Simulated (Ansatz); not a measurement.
# BCl3FH: the cost of one run

Method: RHF/def2-SVP, in Ansatz 0.2.0.

## (1) The structure to begin with

Bond lengths: B1–Cl2 2.210 Å, B1–Cl3 1.860 Å, B1–Cl4 1.860 Å, B1–F5 1.620 Å, Cl2–H6 1.365 Å. Angles: B1–Cl2–H6 61.1°, Cl2–B1–Cl3 120.0°, Cl2–B1–Cl4 120.0°, Cl2–B1–F5 71.6°, Cl3–B1–Cl4 120.0°, Cl3–B1–F5 97.0°, Cl4–B1–F5 101.2°.

Coordinates:

```xyz
6

B     0.0000    0.0000    0.0000
Cl    0.0000    0.0000    2.2100
Cl    1.6108    0.0000   -0.9300
Cl   -1.6108    0.0000   -0.9300
F     0.0677   -1.5359    0.5108
H     0.0526   -1.1933    1.5499
```

## (2) A restrained relaxation towards end A

Springs on the bonds that form and break draw the guess towards this end; the thresholds are loose.

Contents of input.yaml:

```yaml
crystal:
  periodic: [false, false, false]
  atoms:
    - { symbol: B, position_ang: [0.0, 0.0, 0.0] }
    - { symbol: Cl, position_ang: [0.0, 0.0, 2.21] }
    - { symbol: Cl, position_ang: [1.6108, 0.0, -0.93] }
    - { symbol: Cl, position_ang: [-1.6108, 0.0, -0.93] }
    - { symbol: F, position_ang: [0.0677, -1.5359, 0.5108] }
    - { symbol: H, position_ang: [0.0526, -1.1933, 1.5499] }
basis:
  gaussian: { orbitals: def2-SVP }
hamiltonian:
  xc: hf
relax:
  f_tol: 0.15
  max_steps: 25
  restrain:
    - { distance: [0, 4], at: 2.52, k: 30.0 }
    - { distance: [5, 1], at: 2.57, k: 30.0 }
    - { distance: [0, 1], at: 1.86, k: 30.0 }
    - { distance: [5, 4], at: 0.92, k: 30.0 }
output:
  orbitals: {}
```

Run with:

```sh
ansatz run input.yaml --threads 1 --pin off --max-ram 2048MiB --backend cpu --events-out ev --progress --plain --runs-dir out
```

What time and memory should one allow on 1 thread of Arm Neoverse V2, shared host?

About 10 s, with a peak of 0.17 GiB.
